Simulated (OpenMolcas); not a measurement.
# Co³⁺ with 4 ligands (hydroxide): CASSCF and CASPT2 levels and susceptibility, part 2 of 2

Aim: the ligand-field states of Co³⁺ in this surrounding, its lowest levels with spin-orbit coupling and its magnetic susceptibility.

OpenMolcas 26.06; ANO-RCC-VDZP, DKH2, active space 6 electrons in 5 orbitals (3d), orbitals: per spin and parity. Surroundings: 4 ligands (hydroxide) in tetrahedron coordination (S4) at 1.89 Å. A charge of +0.25 e stands 2.8 Å behind each ligand. Ligand basis ANO-RCC-VDZP. Earlier steps stand in the parts before.

### 7 CASPT2: IPEA 0.25, imaginary shift 0.1 (closed shells correlated: 3s 3p of the metal, with ligand shells; the Frozen line counts the rest)

Contents of a.inp:

```
>>> COPY JOB001 $Project.JobIph
&CASPT2
Multistate=5 1 2 3 4 5
NoMult
Frozen=9
IPEA=0.25
Imaginary=0.1
MaxIter=60
WThr=0.0 0.3 0.05
PrWF=0.5
NoMix
>>> COPY JOB002 $Project.JobIph
&CASPT2
Multistate=45 1 2 3 4 5 6 7 8 9 10 11 12 13 14 15 16 17 18 19 20 21 22
23 24 25 26 27 28 29 30 31 32 33 34 35 36 37 38 39 40 41 42 43 44 45
NoMult
Frozen=9
IPEA=0.25
Imaginary=0.1
MaxIter=60
WThr=0.0 0.3 0.05
PrWF=0.5
NoMix
>>> COPY JOB003 $Project.JobIph
&CASPT2
Multistate=50 1 2 3 4 5 6 7 8 9 10 11 12 13 14 15 16 17 18 19 20 21 22
23 24 25 26 27 28 29 30 31 32 33 34 35 36 37 38 39 40 41 42 43 44 45 46
47 48 49 50
NoMult
Frozen=9
IPEA=0.25
Imaginary=0.1
MaxIter=60
WThr=0.0 0.3 0.05
PrWF=0.5
NoMix
```

What it wrote:

```text
Orbital specifications:
      -----------------------

      Symmetry species                           1
                                                 a
      Frozen orbitals                            9
      Inactive orbitals                         20
      Active orbitals                            5
      Secondary orbitals                        76
      Deleted orbitals                           0
      Number of basis functions                110
Type of calculation                        SS-CASPT2
      Fock operator                              state-specific
      IPEA shift                                 0.25
      Real shift                                 0.00
      Imaginary shift                            0.10
      The input orbitals will be transformed to quasi-canonical
Reference energy:       -1694.1441518768
      E2 (Non-variational):      -1.3203350478
      Shift correction:          -0.0015944207
      E2 (Variational):          -1.3219294686
      Total energy:           -1695.4660813453
      Residual norm:              0.0000008216
      Reference weight:           0.73043
      Contributions to the CASPT2 correlation energy
      Active & Virtual Only:         -0.1024631029
      One Inactive Excited:          -0.2495840226
      Two Inactive Excited:          -0.9682879223
Reference energy:       -1694.1341831760
      E2 (Non-variational):      -1.3100831155
      Shift correction:          -0.0014553024
      E2 (Variational):          -1.3115384178
      Total energy:           -1695.4457215938
      Residual norm:              0.0000009142
      Reference weight:           0.73610
      Contributions to the CASPT2 correlation energy
      Active & Virtual Only:         -0.1015346568
      One Inactive Excited:          -0.2484231182
      Two Inactive Excited:          -0.9601253404
::    CASPT2 Root  1     Total energy:  -1695.46608135
::    CASPT2 Root  2     Total energy:  -1695.44572159
::    CASPT2 Root  3     Total energy:  -1695.42245770
::    CASPT2 Root  4     Total energy:  -1695.42232067
::    CASPT2 Root  5     Total energy:  -1695.41471038
Orbital specifications:
      -----------------------

      Symmetry species                           1
                                                 a
      Frozen orbitals                            9
      Inactive orbitals                         20
      Active orbitals                            5
      Secondary orbitals                        76
      Deleted orbitals                           0
      Number of basis functions                110
Type of calculation                        SS-CASPT2
      Fock operator                              state-specific
      IPEA shift                                 0.25
      Real shift                                 0.00
      Imaginary shift                            0.10
      The input orbitals will be transformed to quasi-canonical
Reference energy:       -1694.0557197064
      E2 (Non-variational):      -1.3665220313
      Shift correction:          -0.0022531334
      E2 (Variational):          -1.3687751647
      Total energy:           -1695.4244948711
      Residual norm:              0.0000006882
      Reference weight:           0.71588
      Contributions to the CASPT2 correlation energy
      Active & Virtual Only:         -0.1024000154
      One Inactive Excited:          -0.2787049160
      Two Inactive Excited:          -0.9854170999
Reference energy:       -1694.0508710402
      E2 (Non-variational):      -1.3611219453
      Shift correction:          -0.0024209503
      E2 (Variational):          -1.3635428957
      Total energy:           -1695.4144139358
      Residual norm:              0.0000007223
      Reference weight:           0.71630
      Contributions to the CASPT2 correlation energy
      Active & Virtual Only:         -0.1015546775
      One Inactive Excited:          -0.2783187492
      Two Inactive Excited:          -0.9812485187
::    CASPT2 Root  1     Total energy:  -1695.42449487
::    CASPT2 Root  2     Total energy:  -1695.41441394
::    CASPT2 Root  3     Total energy:  -1695.41441395
::    CASPT2 Root  4     Total energy:  -1695.40350233
::    CASPT2 Root  5     Total energy:  -1695.40350231
::    CASPT2 Root  6     Total energy:  -1695.40532031
::    CASPT2 Root  7     Total energy:  -1695.41444723
::    CASPT2 Root  8     Total energy:  -1695.39503623
::    CASPT2 Root  9     Total energy:  -1695.39439969
::    CASPT2 Root 10     Total energy:  -1695.36702985
::    CASPT2 Root 11     Total energy:  -1695.36702986
::    CASPT2 Root 12     Total energy:  -1695.39483968
::    CASPT2 Root 13     Total energy:  -1695.38304065
::    CASPT2 Root 14     Total energy:  -1695.36405038
::    CASPT2 Root 15     Total energy:  -1695.36405037
::    CASPT2 Root 16     Total energy:  -1695.35865682
::    CASPT2 Root 17     Total energy:  -1695.35370060
::    CASPT2 Root 18     Total energy:  -1695.35370067
::    CASPT2 Root 19     Total energy:  -1695.37310823
::    CASPT2 Root 20     Total energy:  -1695.34601133
::    CASPT2 Root 21     Total energy:  -1695.35738238
::    CASPT2 Root 22     Total energy:  -1695.35738240
::    CASPT2 Root 23     Total energy:  -1695.35312885
::    CASPT2 Root 24     Total energy:  -1695.32154122
::    CASPT2 Root 25     Total energy:  -1695.31249158
::    CASPT2 Root 26     Total energy:  -1695.32314384
::    CASPT2 Root 27     Total energy:  -1695.32314389
::    CASPT2 Root 28     Total energy:  -1695.31887555
::    CASPT2 Root 29     Total energy:  -1695.29604836
::    CASPT2 Root 30     Total energy:  -1695.29604836
Orbital specifications:
      -----------------------

      Symmetry species                           1
                                                 a
      Frozen orbitals                            9
      Inactive orbitals                         20
      Active orbitals                            5
      Secondary orbitals                        76
      Deleted orbitals                           0
      Number of basis functions                110
Type of calculation                        SS-CASPT2
      Fock operator                              state-specific
      IPEA shift                                 0.25
      Real shift                                 0.00
      Imaginary shift                            0.10
      The input orbitals will be transformed to quasi-canonical
Reference energy:       -1694.0026775006
      E2 (Non-variational):      -1.3951878748
      Shift correction:          -0.0029547294
      E2 (Variational):          -1.3981426042
      Total energy:           -1695.4008201048
      Residual norm:              0.0000008019
      Reference weight:           0.70104
      Contributions to the CASPT2 correlation energy
      Active & Virtual Only:         -0.1018868202
      One Inactive Excited:          -0.2975964725
      Two Inactive Excited:          -0.9957045821
Reference energy:       -1694.0018509856
      E2 (Non-variational):      -1.4008254345
      Shift correction:          -0.0040401521
      E2 (Variational):          -1.4048655866
      Total energy:           -1695.4067165722
      Residual norm:              0.0000001992
      Reference weight:           0.69114
      Contributions to the CASPT2 correlation energy
      Active & Virtual Only:         -0.1031036500
      One Inactive Excited:          -0.2965641176
      Two Inactive Excited:          -1.0011576670
::    CASPT2 Root  1     Total energy:  -1695.40082010
::    CASPT2 Root  2     Total energy:  -1695.40671657
::    CASPT2 Root  3     Total energy:  -1695.39921567
::    CASPT2 Root  4     Total energy:  -1695.38993957
::    CASPT2 Root  5     Total energy:  -1695.38993955
::    CASPT2 Root  6     Total energy:  -1695.37724715
::    CASPT2 Root  7     Total energy:  -1695.37724711
::    CASPT2 Root  8     Total energy:  -1695.38741888
::    CASPT2 Root  9     Total energy:  -1695.38610642
::    CASPT2 Root 10     Total energy:  -1695.37326971
::    CASPT2 Root 11     Total energy:  -1695.38449495
::    CASPT2 Root 12     Total energy:  -1695.33924320
::    CASPT2 Root 13     Total energy:  -1695.33924324
::    CASPT2 Root 14     Total energy:  -1695.35291840
::    CASPT2 Root 15     Total energy:  -1695.33817183
::    CASPT2 Root 16     Total energy:  -1695.33817185
::    CASPT2 Root 17     Total energy:  -1695.34071218
::    CASPT2 Root 18     Total energy:  -1695.33697236
::    CASPT2 Root 19     Total energy:  -1695.35748236
::    CASPT2 Root 20     Total energy:  -1695.29974857
::    CASPT2 Root 21     Total energy:  -1695.32798826
::    CASPT2 Root 22     Total energy:  -1695.32906875
::    CASPT2 Root 23     Total energy:  -1695.27439963
::    CASPT2 Root 24     Total energy:  -1695.27439959
::    CASPT2 Root 25     Total energy:  -1695.31938626
::    CASPT2 Root 26     Total energy:  -1695.31938629
::    CASPT2 Root 27     Total energy:  -1695.31788985
::    CASPT2 Root 28     Total energy:  -1695.25464486
::    CASPT2 Root 29     Total energy:  -1695.30734166
::    CASPT2 Root 30     Total energy:  -1695.30734169
```

Time for this run: 8 min (1 thread of Arm Neoverse V2, shared host).

SS-CASPT2: lowest energy less the reference's lowest, -1.3219 hartree; reference weights 0.605 to 0.736, a spread that points to intruder states, a small active space or orbitals unfit for some roots.

States without spin-orbit coupling:

| state | degeneracy | E (cm-1) |
| --- | --- | --- |
| quintet | 1 | 0 |
| quintet | 1 | 4468 |
| triplet | 1 | 9127 |
| quintet | 2 | 9589 |
| quintet | 1 | 11275 |
| triplet | 1 | 11332 |
| triplet | 2 | 11340 |
| singlet | 1 | 13029 |
| triplet | 1 | 13336 |
| triplet | 2 | 13735 |
| singlet | 1 | 14323 |
| singlet | 1 | 14675 |
| triplet | 1 | 15593 |
| triplet | 1 | 15636 |
| triplet | 1 | 15732 |
| singlet | 2 | 16711 |
| singlet | 1 | 17264 |
| singlet | 1 | 17552 |
| singlet | 1 | 17906 |
| triplet | 1 | 18225 |
| singlet | 2 | 19497 |
| singlet | 1 | 20370 |
| triplet | 1 | 20405 |
| triplet | 2 | 21739 |

With spin-orbit coupling:

```csv
E (cm-1),Degeneracy,2S+1,g
0,1,5,
1,1,5,
36,2,5,0.00 0.00 4.18
48,1,5,
4390,1,5,
4410,2,5,0.00 0.00 3.99
4490,1,5,
4490,1,5,
9180,2,3,0.00 0.00 3.94
9180,1,3,
9300,2,5,0.00 0.00 9.18
9370,1,5,
9470,1,5,
9570,2,5,0.00 0.00 1.33
9660,1,5,
9730,1,5,
9800,2,5,0.00 0.00 6.09
11020,1,3,
11100,1,3,
11130,2,3,0.00 0.00 0.52
11310,1,3,
11350,1,5,
11350,1,5,
11350,2,5,0.00 0.00 3.73
```

Powder χT (cm³ K/mol): 2.22 at 2 K, 2.38 at 5 K, 2.58 at 10 K, 2.86 at 20 K, 3.10 at 50 K, 3.15 at 100 K, 3.16 at 150 K, 3.17 at 200 K, 3.17 at 250 K, 3.18 at 300 K.

### 8 The methods side by side

A. CASSCF
B. SS-CASPT2, IPEA 0.25, imaginary shift 0.1 (closed shells correlated: 3s 3p of the metal, with ligand shells; the Frozen line counts the rest)

```csv
method,ground state,first state of that spin (cm-1),first gap with spin-orbit (cm-1),χT at 300 K
A,quintet,quintet 2188,0.4,3.27
B,quintet,quintet 4468,0.7,3.18
```

### 9 Summary of results

The summary covers parts 1 to 2.

| quantity | value |
| --- | --- |
| method | SS-CASPT2, IPEA 0.25, imaginary shift 0.1 (closed shells correlated: 3s 3p of the metal, with ligand shells; the Frozen line counts the rest) |
| spin-free ground state | quintet, 1-fold in its orbital part |
| first state of the same spin within the active space | quintet at 4470 cm⁻¹ |
| lowest level | 1-fold |
| next level | 0.7 cm⁻¹ |
| χT at 300 K | 3.18 cm³ K/mol |
| effective moment at 300 K | 5.04 μB |

Cost by method:

| method | time of its own steps | time with the reference |
| --- | --- | --- |
| A. CASSCF | 52 s | 52 s |
| B. SS-CASPT2, IPEA 0.25, imaginary shift 0.1, +3s 3p | 8 min | 8.8 min |

Times are of one thread on a shared host.

The spin-free ground state (quintet) is 1-fold and keeps the highest spin of the shell. χT at 300 K is 3.18, against 3.01 cm³ K/mol for the spin alone; near agreement at one temperature doesn't show that the orbital moment is quenched. An active space of the d shell alone favours high spin; real ions in strong fields can be low spin. CASPT2 does not keep the components of a term degenerate, and the means are used. Reference weights range from 0.60 to 0.74, which points to intruder states or a small active space for some roots. With one d shell, CASPT2 may overshoot the field of a late 3d ion.
